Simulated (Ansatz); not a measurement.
# YSe: a trigonal deformation path

The task here is to estimate one member of a computed series from the others.

Program: Ansatz 0.2.0. Level of theory: DFT PBEsol, scalar-relativistic, plane waves, PAW. These are calculated values, not measurements.

## Starting point

The structure is cubic, space group Fm-3m (No. 225). The conventional cell has a = 5.750 Å, b = 5.750 Å, c = 5.750 Å, α = 90.00°, β = 90.00°, γ = 90.00°. Y (site symmetry m-3m) has 6 Se at 2.88 Å in its first shell of neighbours. Se (site symmetry m-3m) is surrounded by 6 Y at 2.88 Å.

Coordinates:

```
Y Se
1.0
     0.00000    2.87500    2.87500
     2.87500    0.00000    2.87500
     2.87500    2.87500    0.00000
Y Se
1 1
Direct
  0.00000 0.00000 0.00000
  0.50000 0.50000 0.50000
```

The cell is taken as given, not relaxed at this level.

## Zero of energy

Reference values: F = -9222.9944 eV; pressure -2.54 GPa; largest force 0.000 eV/Å; gap on the mesh none (metal). It was computed beforehand with the settings of the runs below.

The first run:

At fixed volume and fractional coordinates, lengths along (0.577, 0.577, 0.577) are scaled against those across it; ρ is that ratio over its starting value.

input.yaml

```yaml
crystal:
  lattice:
    - [-1.2074243395, 2.414848679, 2.414848679]
    - [2.414848679, -1.2074243395, 2.414848679]
    - [2.414848679, 2.414848679, -1.2074243395]
  atoms:
    - { symbol: "Y", position: [0.0, 0.0, 0.0] }
    - { symbol: Se, position: [0.5, 0.5, 0.5] }
basis:
  ecutwfc: 420
kpoints:
  mp_grid: { grid: [16, 16, 16] }
hamiltonian:
  xc: pbesol
scf:
  occupations: { method: gaussian, width: 0.15 }
output:
  forces: true
  stress: true
  eigenvalues: true
```

Command:

```
ansatz run input.yaml --threads 1 --pin off --max-ram 2560MiB --backend cpu --events-out ev --progress --plain --runs-dir out
```

Among the steps run: At ρ = 0.500; Point ρ = 2.000; ρ = 0.710; Point ρ = 1.410; At ρ = 0.600; ρ = 0.850; ρ = 1.200; ρ = 1.700; ρ = 0.930; At ρ = 1.080.

One of the session's tables, all rows but one given; the rest of the session is left out.

It belongs to the step «The scan collected». Collected from the runs (energy zero: the undisturbed cell):

```
    ρ  ΔE (meV/atom)  pressure (GPa)
0.500          292.7            -7.2
0.600          297.4            -5.6
0.710          203.4            -3.8
0.850           51.4            -2.8
0.930            9.3            -2.6
1.000            0.0            -2.5
1.080            8.1            -2.5
1.200           53.6            -2.4
1.410              ?               ?
1.700          805.7            -2.1
2.000         1294.2            -1.3
```

**Question.** Estimate the row for ρ = 1.410.

Worked estimate for «ΔE (meV/atom)». A straight line through the neighbours (1.200, 53.6) and (1.700, 805.7) gives 53.6 + (805.7 − 53.6) × (1.410 − 1.200) / (1.700 − 1.200) = 369.5; a parabola fitted to 4 rows on both sides gives 357.5.

**Answer.** ΔE (meV/atom): 256.8; pressure (GPa): -2.1. In «ΔE (meV/atom)» the line misses by +112.7 and the parabola by +100.7.

To keep in mind: The final runs have no spin polarisation, so a magnetic state may lie lower.
